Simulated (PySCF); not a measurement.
# H4O4W (W(O)2(H2O)22+): the cost of one run

Program: PySCF 2.14.0. Level of theory: r2SCAN, W def2-SVP with ECP60, O def2-SVP, H def2-SVP; scalar-relativistic core potentials, no spin–orbit coupling. These are calculated values, not measurements.

4 further runs of the same task are left out: 2 for a known fault of the program, 1 that didn't finish, 1 set aside as unsound or not needed.

### 1 The system as given

9 atoms, charge 2, spin multiplicity 1.

Bond lengths: W1–O2 1.510 Å, W1–O3 1.510 Å, O4–H5 0.970 Å, O4–H6 0.970 Å, O7–H8 0.970 Å, O7–H9 0.970 Å. Angles: O2–W1–O3 109.5°, H5–O4–H6 105.1°, H8–O7–H9 105.1°.

Geometry (Å):

```xyz
9
charge 2, multiplicity 1
W     0.0000    0.0000    0.0000
O     0.8716    0.8716    0.8716
O    -0.8716   -0.8716    0.8716
O     1.1778   -1.1778   -1.1778
H     1.2041   -2.1471   -1.2041
H     1.8328   -0.8897   -1.8328
O    -1.1778    1.1778   -1.1778
H    -1.2041    2.1471   -1.2041
H    -1.8328    0.8897   -1.8328
```

Formal oxidation states: W +6.

### 2 SCF at the start, singlet

The input, run.py (the lines that set the calculation):

```python
mol = gto.M(atom='''
W      0.00000     0.00000     0.00000
O      0.87160     0.87160     0.87160
O     -0.87160    -0.87160     0.87160
O      1.17780    -1.17780    -1.17780
H      1.20410    -2.14710    -1.20410
H      1.83280    -0.88970    -1.83280
O     -1.17780     1.17780    -1.17780
H     -1.20410     2.14710    -1.20410
H     -1.83280     0.88970    -1.83280''',
    basis={'W': 'def2-SVP', 'O': 'def2-SVP', 'H': 'def2-SVP'},
    ecp={'W': 'def2-SVP'},
    charge=2, spin=0)
mf = dft.RKS(mol, xc='R2SCAN')
mf.grids.atom_grid = (50, 194)
mf = mf.density_fit()  # fitting sets: W def2-universal-JKFIT, O def2-universal-JKFIT, H def2-universal-JKFIT
mf.conv_tol = 1e-08; mf.max_cycle = 55
mf.kernel(dm0)  # dm0: free metal ions and neutral atoms
```

On the command line:

```sh
OMP_NUM_THREADS=2 python run.py
```

Q: Estimate wall time and peak memory on 2 threads of Arm Neoverse V1, shared host.

About 5.3 s, with a peak of 0.63 GiB.
